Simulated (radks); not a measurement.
# In⁴⁺ in [Kr] 4d9: an all-electron calculation

An exercise on one series of results from a longer session: the logs are not shown, and one member is left open.

The numbers are computed with radks (a radial shooting solver on a logarithmic mesh, Libxc functionals) version 1 (Dirac Kohn-Sham, PBE, spin-unpolarised, spherical densities, finite nucleus; open shells are shared between the two j in proportion to 2j + 1), except any that are marked as measured or tabulated.

### The system

| Property | Result |
| --- | --- |
| element | indium (Z = 49) |
| charge | +4 |
| electrons | 45 |
| configuration | [Kr] 4d9 |
| nuclear rms radius | 4.6156 fm |

The outer shells:

In⁴⁺
```
[Kr] core
4d [↑↓][↑↓][↑↓][↑↓][↑ ]
```

Set-up of the first run:

The run's settings:

```text
Z 49
configuration [Kr] 4d9
relativity Dirac
functional pbe,pbe
spin unpolarised
j_filling average
nucleus finite rms 4.6156 fm
c 137.035999084
```

The run is started by

```console
$ python run_ks.py task.json out
```

The same process makes all the runs of this session.

One table of the session follows, with a row left open; its other results are not shown here.

It belongs to the step «Radial structure». From the orbitals of this run (lengths in bohr):

```
level      <r>  outermost maximum (interpolated)  90 % within  nodes
1s1/2  0.02971                            0.0192       0.0534      0
2s1/2   0.1281                             0.109        0.199      1
2p1/2   0.1085                            0.0838        0.178      0
2p3/2   0.1137                            0.0883        0.185      0
3s1/2   0.3483                             0.316        0.513      2
3p1/2   0.3393                             0.302        0.511      1
3p3/2   0.3504                             0.312        0.527      1
3d3/2   0.3222                             0.257        0.509      0
3d5/2   0.3257                             0.259        0.514      0
4s1/2   0.8437                             0.769         1.22      3
4p1/2   0.8929                             0.798         1.31      2
4p3/2        ?                                 ?            ?      ?
4d3/2    1.102                             0.913         1.69      1
4d5/2    1.114                             0.922         1.71      1
```

**Question.** Estimate the row for 4p3/2.

**Answer.** <r>: 0.9214; outermost maximum (interpolated): 0.822; 90 % within: 1.35; nodes: 2. In the column «<r>» it lies between 4p1/2 (0.8929) and 4d3/2 (1.102).

Limits of these values: Spin polarisation and multiplet splitting are left out.
